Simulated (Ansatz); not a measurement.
**CH₃InS: up Jacob's ladder to CCSD(T)**

How much do the methods differ for CH₃InS? The plan is to run it at one geometry with functionals of several rungs and with coupled cluster, and see how far each lands from CCSD(T) at the basis-set limit for the atomisation energy.

Computed with Ansatz 0.2.0, Gaussian basis. Level: functionals in def2-TZVPP, the program's frozen cores in correlated methods.

Plan: LDA (SPW92), PBE-D4, revPBE-D4, BLYP-D4, r2SCAN-D4, B97M-V, PBE0-D4, B3LYP-D4, r2SCANh-D4, r2SCAN0-D4, HSE06-D4, BHLYP-D4, CAM-B3LYP-D4, LC-ωPBE, ωB97X-V, ωB97M-V, B2PLYP, PBE-QIDH; CCSD(T)/def2-SVP; CCSD(T)/def2-TZVPP; MP2/def2-QZVPP; extrapolation to the limit; RPA on PBE.

## Step 1: The geometry

An earlier PBE0-D4 in a triple-zeta def2 set relaxation fixed the geometry. In takes the def2 core potential; no spin-orbit term is included.

6 atoms, charge 0, spin multiplicity 1.

Atoms are counted from 1 here; the program's logs count them from 0.

Bond lengths: C1–S2 1.858 Å, C1–In3 2.099 Å, C1–H4 1.086 Å, C1–H5 1.086 Å, S2–In3 2.393 Å, In3–H6 1.669 Å. Angles: S2–C1–In3 74.1°, S2–C1–H4 114.5°, S2–C1–H5 114.5°, In3–C1–H4 117.9°, In3–C1–H5 117.9°, H4–C1–H5 112.6°, C1–S2–In3 57.6°, C1–In3–S2 48.3°, C1–In3–H6 177.0°, S2–In3–H6 134.7°.

## Step 2: LDA

This LDA is Slater exchange with PW92 correlation.

in.yaml

```yaml
crystal:
  periodic: [false, false, false]
  atoms:
    - {symbol: C, position_ang: [-0.227305, -0.729690, -0.493598]}
    - {symbol: S, position_ang: [-1.321046, 0.764429, -0.644271]}
    - {symbol: In, position_ang: [0.606334, 0.722606, 0.772629]}
    - {symbol: H, position_ang: [0.313506, -0.984970, -1.399891]}
    - {symbol: H, position_ang: [-0.702961, -1.591431, -0.035169]}
    - {symbol: H, position_ang: [1.331482, 1.819057, 1.800299]}
basis:
  gaussian: {orbitals: def2-TZVPP}
hamiltonian: {xc: lda}
output: {orbitals: {seedname: orbitals}}
```

On the command line:

```bash
ansatz run in.yaml --threads 2 --pin off --events-out ev --progress --plain --max-ram 4352MiB
```

The runs that follow: PBE-D4 (GGA); revPBE-D4 (GGA); BLYP-D4 (GGA); r2SCAN-D4 (meta-GGA); B97M-V (meta-GGA); B3LYP-D4 (hybrid); r2SCANh-D4 (hybrid); r2SCAN0-D4 (hybrid); HSE06-D4 (hybrid); BHLYP-D4 (hybrid); CAM-B3LYP-D4 (range-separated); LC-ωPBE (range-separated); ωB97X-V (range-separated); ωB97M-V (range-separated); B2PLYP (double hybrid); PBE-QIDH (double hybrid); CCSD(T) in def2-SVP; CCSD(T) in def2-TZVPP; MP2 in def2-QZVPP; RPA on PBE orbitals.

Before running them: what should the planned runs give, taken together? Wanted: atomisation energy, CCSD(T)/CBS; farthest beyond LDA; mean size of error, GGA; mean size of error, meta-GGA; mean size of error, hybrid; mean size of error, range-separated; mean size of error, double hybrid; gap, smallest and largest; T1 diagnostic.

The runs gave:

| quantity | value |
| --- | --- |
| atomisation energy, CCSD(T)/CBS | 1715.0 kJ/mol |
| functionals within 17.1 kJ/mol (1.0 %) | r2SCAN-D4, B97M-V, PBE0-D4, r2SCANh-D4, HSE06-D4, ωB97X-V, ωB97M-V, PBE-QIDH |
| farthest beyond LDA | BHLYP-D4 (-89.6 kJ/mol) |
| mean size of error, GGA | 30.6 kJ/mol |
| mean size of error, meta-GGA | 8.9 kJ/mol |
| mean size of error, hybrid | 29.0 kJ/mol |
| mean size of error, range-separated | 14.4 kJ/mol |
| mean size of error, double hybrid | 32.0 kJ/mol |
| gap, smallest and largest | 2.73 eV (BLYP-D4), 8.72 eV (LC-ωPBE) |
| T1 diagnostic | 0.0170 |
| triples share of the correlation energy | 4.2 % |

**Reading.** The LDA atomisation energy is off by 283.0 kJ/mol (17 %): it overbinds. PBE-D4 is off by +28.7 kJ/mol. Double hybrids carry the basis error of their MP2 part in triple zeta, and no dispersion term here, so their miss is partly the set-up's. The rungs meta-GGA, range-separated miss on average by less than the doubt on the reference (17.1 kJ/mol), so they tie. The reference freezes the cores and leaves out spin-orbit coupling and excitations past (T), and its outer-core shells are covered unevenly, so misses under about 17.1 kJ/mol can't be ranked. All levels share the lack of spin-orbit coupling, which lowers the free heavy atoms and so the true binding. Hartree-Fock recovers 66 % of the binding; the rest is correlation. CCSD(T) in def2-SVP is off by -153.9 kJ/mol, so the small basis spoils what the method gains. Orbital gaps span 2.7 to 8.7 eV; exact exchange widens them. Correlated methods include outer-core shells of In, which these sets cover unevenly.
